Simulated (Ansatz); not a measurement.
# Mn2Sb2O3: one geometry, two states

An SCF can end in more than one state. Here Mn2Sb2O3, a known structure type filled with other elements, at an estimated volume, is run from each state found earlier: which lies lowest, and what else changes?

All numbers below are computed with Ansatz 0.2.0 (DFT, r2SCAN, plane waves, PAW).

### 1 The cell

Symmetry: R-3m, No. 166, trigonal system. The conventional cell has a = 5.384 Å, b = 5.384 Å, c = 12.855 Å, α = 90.00°, β = 90.00°, γ = 120.00°. O (site symmetry 2/m) has 2 Mn at 1.82 Å as nearest neighbours. Mn (site symmetry 3m) has 3 O at 1.82 Å as nearest neighbours. Sb (site symmetry -3m) has 6 O at 2.65 Å as nearest neighbours. Around Sb (site symmetry -3m) lie 6 O at 2.69 Å.

The coordinates stand in the input below.

The states: A, Mn4 up, Mn5 down (collinear spin); B, Mn4 up, Mn5 up (collinear spin). Each run reads its own saved solution as saved_state.

### 2 Run from state A

input.yaml reads:

```yaml
crystal:
  lattice:
    - [2.6921475, 1.55431273, 4.28488809]
    - [-2.6921475, 1.55431273, 4.28488809]
    - [0.0, -3.10862445, 4.28488809]
  atoms:
    - { symbol: O, position: [0.0, 0.0, 0.5] }
    - { symbol: O, position: [0.5, 0.0, 0.0] }
    - { symbol: O, position: [0.0, 0.5, 0.0] }
    - { symbol: Mn, position: [0.24013, 0.24013, 0.24013], spin: 4.5 }
    - { symbol: Mn, position: [0.75987, 0.75987, 0.75987], spin: -4.5 }
    - { symbol: Sb, position: [0.0, 0.0, 0.0] }
    - { symbol: Sb, position: [0.5, 0.5, 0.5] }
kpoints:
  mp_grid: { grid: [5, 5, 5], shift: [0, 0, 0] }
  band_path:
    path:
      - [0.0, 0.0, 0.0]
      - [0.5, 0.5, 0.5]
      - [0.74561178, 0.25438822, 0.5]
      - [0.5, -0.25438822, 0.25438822]
      - [0.5, 0.0, 0.0]
      - [0.0, 0.0, 0.0]
      - [0.37719411, -0.37719411, 0.0]
      - [0.62280589, 0.0, 0.37719411]
      - [0.5, 0.0, 0.5]
      - [0.0, 0.0, 0.0]
    npoints: 7
magnetization:
  spin_polarized: true
scf:
  occupations: { method: fermi_dirac }
  lower_state_search: "off"
  max_iter: 200
hamiltonian:
  pseudopotentials: { kind: paw }
  xc: r2scan
basis:
  ecutwfc: 500
  fft_grid_basis: typed
output:
  forces: true
  stress: true
  eigenvalues: true
  bader: true
  populations: true
  elf: true
  write_potential: true
  volumetric_format: npy
  dos:
    e_range: [-12, 8]
    de: 0.05
    projected: { site_lists: { Mn: [Mn], O: [O], Sb: [Sb] } }
checkpoint:
  read: saved_state
```

Command:

```sh
ansatz run input.yaml --threads 1 --pin off --max-ram 2560MiB --backend cpu --events-out ev --progress --plain --runs-dir out
```

What it wrote, shortened:

```text
Warning: crystal.lattice misses the space group found at crystal.symmetry.tolerance 1.0e-5 in a digit that the deck types, which is why this is a warning: making the lattice exact moves one of its numbers by a whole unit of that number's last typed decimal, or more. The operation that it [...]
Warning: RAYON_NUM_THREADS=1 ignored (pool sized by the plan → 1); use --threads N
[...]
Pseudopotentials: kind: paw
Pseudopotential: O, paw, valence charge 6, recommended cutoff 500 eV (meta_gga), O.paw.azcp
Pseudopotential: Mn, paw, valence charge 15, recommended cutoff 500 eV (meta_gga), Mn.paw.azcp
Pseudopotential: Sb, paw, valence charge 15, recommended cutoff 500 eV (meta_gga), Sb.paw.azcp
Functional definition: r2SCAN
[...]
Crystal: 7 atoms, lattice volume = 107.579 Å³
Basis set: ecut = 500 eV, 2721 PW (Γ), exchange–correlation on 160×160×160 points (64 copies of the dense FFT grid, shifted against one another)
Bands: 53, of which v1, the nominal top of the filled ones, is band 39 counted from 1 (38 counted from 0)
Symmetry: 6 space group operations
Space group: R3m (ITA 160), of the structure as read, at distance tolerance 4.8e-5 Å
Magnetic group: BNS 166.99 (UNI 1329), of the structure as read, at distance tolerance 4.8e-5 Å
k-points: 19 of 125 (time reversal used)
[...]
Starting moments: Σ|m| = 9 μB on 2 of 7 sites; this step starts from the density that it was given
[...]
Absolute magnetization: 8.4840 μB (∫|ρ↑−ρ↓|, with the PAW one-centre terms)
Spin contamination: 4.3864 ħ² per cell (⟨S²⟩ above its minimum at these occupations)
[...]
Free energy (F): -22508.065395 eV
[...]
E sigma→0 (E₀):  -22507.994792 eV
Entropy (-TS):   -0.141206 eV (-20.172 meV/atom)
Fermi energy:    11.723814 eV
[...]
--- Forces (eV/Å), atoms counted from 1 ---
  atom   1  O      0.00000000     0.00000288     0.00000057
  atom   2  O     -0.00000250    -0.00000144     0.00000057
  atom   3  O      0.00000250    -0.00000144     0.00000057
  atom   4  Mn     0.00000000     0.00000016     4.18834815
  atom   5  Mn    -0.00000000    -0.00000016    -4.18834992
  atom   6  Sb    -0.00000000     0.00000000     0.00000084
  atom   7  Sb     0.00000000     0.00000000     0.00000011
[...]
--- Stress (GPa, compression-positive) ---
       13.412521       0.000000       0.000000
        0.000000      13.412521      -0.000000
       -0.000000      -0.000000       9.345929
  P = ⅓ Tr σ = 12.0570 GPa (120.570 kbar)
--- Band table (eV; the first three rows and the last of 38) ---
[...]
--- Löwdin populations: 7 sites ---
  site symbol       q [e]    m [muB]
     0      O      6.8453    -0.0000
     1      O      6.8453    -0.0000
     2      O      6.8453    -0.0000
     3     Mn     13.9000     4.0258
     4     Mn     13.9000    -4.0258
     5     Sb     14.5814    -0.0000
     6     Sb     14.6144     0.0000
  spilling = 0.006002 (of n_electrons = 78.000000)
--- Bader charges: 7 sites ---
  site symbol  charge [e]  shift [e]    m [muB]
     0      O     -1.2616     0.0049     0.0000
     1      O     -1.2616     0.0049     0.0000
     2      O     -1.2615     0.0049     0.0000
     3     Mn      1.2696     0.0073     4.0352
     4     Mn      1.2696     0.0073    -4.0352
     5     Sb      0.6619     0.0000     0.0000
     6     Sb      0.5836     0.0000     0.0000
  estimated error of the sums over rays = 6.9e-4 e
```

Run time: 2.9 min. Hardware: 1 thread of Arm Neoverse V2, shared host; peak memory 0.95 GiB.

### 3 What state A looks like

States per cell by energy window, from dos.tsv and pdos.tsv (tetrahedra; eV from the Fermi level):

```csv
from,to,total,up,down,Mn d,O p,Sb p
-8.0,-7.0,3.24,1.62,1.62,0.46,2.19,0.38
-7.0,-6.0,6.88,3.45,3.45,1.52,4.41,0.62
-6.0,-5.0,3.05,1.53,1.53,0.53,1.81,0.44
-5.0,-4.0,4.38,2.19,2.19,0.78,2.76,0.33
-4.0,-3.0,2.10,1.05,1.05,0.54,0.68,0.71
-3.0,-2.0,4.33,2.16,2.16,2.78,0.63,0.75
-2.0,-1.0,4.03,2.02,2.02,2.10,0.91,0.72
-1.0,0.0,3.84,1.92,1.92,1.77,0.76,0.94
0.0,1.0,2.93,1.47,1.47,0.44,0.44,1.80
1.0,2.0,2.63,1.31,1.31,0.37,0.35,1.63
2.0,3.0,5.86,2.93,2.93,3.13,0.64,1.50
3.0,4.0,6.73,3.36,3.36,4.01,0.84,1.15
4.0,5.0,1.99,0.99,0.99,0.47,0.19,0.31
```

By element, from the tables in the log (a charge is positive for electrons lost): Löwdin charges also hold the electrons that the projection spills.

| element | atoms | Bader charge (e) | Bader volume (Å³) | Löwdin charge (e) | Bader moment, size (μB) |
| --- | --- | --- | --- | --- | --- |
| O | 3 | -1.26 | 10.9 | -0.84 | 0.00 |
| Mn | 2 | +1.27 | 12.1 | +1.10 | 4.04 |
| Sb | 2 | +0.58 to +0.66 | 24.9 to 25.8 | +0.39 to +0.42 | 0.00 |

Löwdin charges rest on a small set of atomic orbitals that misses 0.6 % of the electrons, so they need not add up to the cell's charge and can differ from Bader's even in sign.

The main site moments: Mn4 up, Mn5 down.

### 4 State B: the run

input.yaml: that of step 2 with these lines changed.

```diff
@@ -9,4 +9,4 @@
     - { symbol: O, position: [0.0, 0.5, 0.0] }
-    - { symbol: Mn, position: [0.24013, 0.24013, 0.24013], spin: 4.5 }
-    - { symbol: Mn, position: [0.75987, 0.75987, 0.75987], spin: -4.5 }
+    - { symbol: Mn, position: [0.24013, 0.24013, 0.24013] }
+    - { symbol: Mn, position: [0.75987, 0.75987, 0.75987] }
     - { symbol: Sb, position: [0.0, 0.0, 0.0] }
@@ -15,15 +15,2 @@
   mp_grid: { grid: [5, 5, 5], shift: [0, 0, 0] }
-  band_path:
-    path:
-      - [0.0, 0.0, 0.0]
-      - [0.5, 0.5, 0.5]
-      - [0.74561178, 0.25438822, 0.5]
-      - [0.5, -0.25438822, 0.25438822]
-      - [0.5, 0.0, 0.0]
-      - [0.0, 0.0, 0.0]
-      - [0.37719411, -0.37719411, 0.0]
-      - [0.62280589, 0.0, 0.37719411]
-      - [0.5, 0.0, 0.5]
-      - [0.0, 0.0, 0.0]
-    npoints: 7
 magnetization:
```

Command:

```sh
ansatz run input.yaml --threads 1 --pin off --max-ram 2560MiB --backend cpu --events-out ev --progress --plain --runs-dir out
```

What it wrote, shortened:

```text
Warning: crystal.lattice misses the space group found at crystal.symmetry.tolerance 1.0e-5 in a digit that the deck types, which is why this is a warning: making the lattice exact moves one of its numbers by a whole unit of that number's last typed decimal, or more. The operation that it [...]
Warning: RAYON_NUM_THREADS=1 ignored (pool sized by the plan → 1); use --threads N
band count auto-derived: 51 (N_el = 78.0; filled up to band 39; 47 by the electrons, moments and atoms)
[...]
[... 5 set-up lines as earlier in the session ...]
[...]
Crystal: 7 atoms, lattice volume = 107.579 Å³
Basis set: ecut = 500 eV, 2721 PW (Γ), exchange–correlation on 160×160×160 points (64 copies of the dense FFT grid, shifted against one another)
[...]
  atom   6  Sb     0.00000000     0.00000000     0.00000000
  atom   7  Sb     0.00000000     0.00000000     0.00000000
[...]
--- Stress (GPa, compression-positive) ---
       12.212212       0.000000      -0.000000
        0.000000      12.212212       0.000000
        0.000000       0.000000      13.355274
  P = ⅓ Tr σ = 12.5932 GPa (125.932 kbar)
--- Band table (eV; the first three rows and the last of 38) ---
[...]
--- Löwdin populations: 7 sites ---
  site symbol       q [e]    m [muB]
     0      O      6.8361     0.1856
     1      O      6.8361     0.1856
     2      O      6.8361     0.1856
     3     Mn     13.8374     4.0555
     4     Mn     13.8374     4.0555
     5     Sb     14.6892    -0.2116
     6     Sb     14.6803    -0.2261
  spilling = 0.005737 (of n_electrons = 78.000000)
--- Bader charges: 7 sites ---
  site symbol  charge [e]  shift [e]    m [muB]
     0      O     -1.2435     0.0049     0.1706
     1      O     -1.2435     0.0049     0.1706
     2      O     -1.2435     0.0049     0.1706
     3     Mn      1.3349     0.0073     4.0721
     4     Mn      1.3349     0.0073     4.0721
     5     Sb      0.5491     0.0000    -0.1434
     6     Sb      0.5116     0.0000    -0.1525
  estimated error of the sums over rays = 6.1e-4 e
```

Wall time 94 s (1 thread of Arm Neoverse V2, shared host); peak memory 0.78 GiB.

### 5 State B: levels and charges

Counts of states in windows (eV from the Fermi level; tetrahedra), total and projected:

| from | to | total | up | down | Mn d | O p | Sb p |
| --- | --- | --- | --- | --- | --- | --- | --- |
| -8.0 | -7.0 | 5.61 | 4.21 | 1.40 | 1.27 | 3.58 | 0.44 |
| -7.0 | -6.0 | 4.74 | 1.13 | 3.62 | 0.77 | 3.16 | 0.56 |
| -6.0 | -5.0 | 3.28 | 2.35 | 0.92 | 0.77 | 1.76 | 0.34 |
| -5.0 | -4.0 | 4.09 | 1.63 | 2.46 | 0.80 | 2.39 | 0.49 |
| -4.0 | -3.0 | 3.16 | 2.27 | 0.89 | 1.76 | 0.80 | 0.45 |
| -3.0 | -2.0 | 4.44 | 3.75 | 0.68 | 2.60 | 0.82 | 0.73 |
| -2.0 | -1.0 | 3.28 | 2.40 | 0.88 | 1.49 | 0.68 | 0.84 |
| -1.0 | 0.0 | 3.04 | 2.09 | 0.95 | 0.80 | 0.70 | 1.25 |
| 0.0 | 1.0 | 2.88 | 1.81 | 1.06 | 0.63 | 0.55 | 1.42 |
| 1.0 | 2.0 | 4.24 | 1.16 | 3.08 | 1.98 | 0.45 | 1.46 |
| 2.0 | 3.0 | 6.93 | 1.72 | 5.21 | 3.62 | 0.70 | 2.06 |
| 3.0 | 4.0 | 4.24 | 1.08 | 3.16 | 1.92 | 0.59 | 0.93 |

By element, from the tables in the log (a charge is positive for electrons lost): Löwdin charges also hold the electrons that the projection spills.

```csv
element,atoms,Bader charge (e),Bader volume (Å³),Löwdin charge (e),"Bader moment, size (μB)"
O,3,-1.24,10.8,-0.83,0.17
Mn,2,+1.33,11.8,+1.16,4.07
Sb,2,+0.51 to +0.55,25.5 to 26.1,+0.31 to +0.32,0.14 to 0.15
```

Löwdin charges rest on a small set of atomic orbitals that misses 0.6 % of the electrons, so they need not add up to the cell's charge and can differ from Bader's even in sign.

The main site moments: Mn4 up, Mn5 up.

### 6 The states side by side

| state | free energy (meV/atom) | largest site moment (μB) | size of the net moment (μB/cell) | gap (eV) | pressure (GPa) | largest force (eV/Å) | SCF cycles |
| --- | --- | --- | --- | --- | --- | --- | --- |
| A | 0.0 | 3.29 | 0.00 | metal | 12.1 | 4.19 | 10 |
| B | 7.1 | 3.33 | 8.36 | metal | 12.6 | 4.44 | 8 |

**Reading.** State A wins by 7.1 meV per atom over B. The atoms are far from rest (forces to 4.4 eV/Å), so order and character hold for this geometry alone. At the same volume their pressures differ by 0.5 GPa. Every run converged, so convergence alone does not show that a state is the lowest.

Caveats: a 3d oxide or halide that comes out metallic without a U or exact exchange, which may be an insulator in nature.
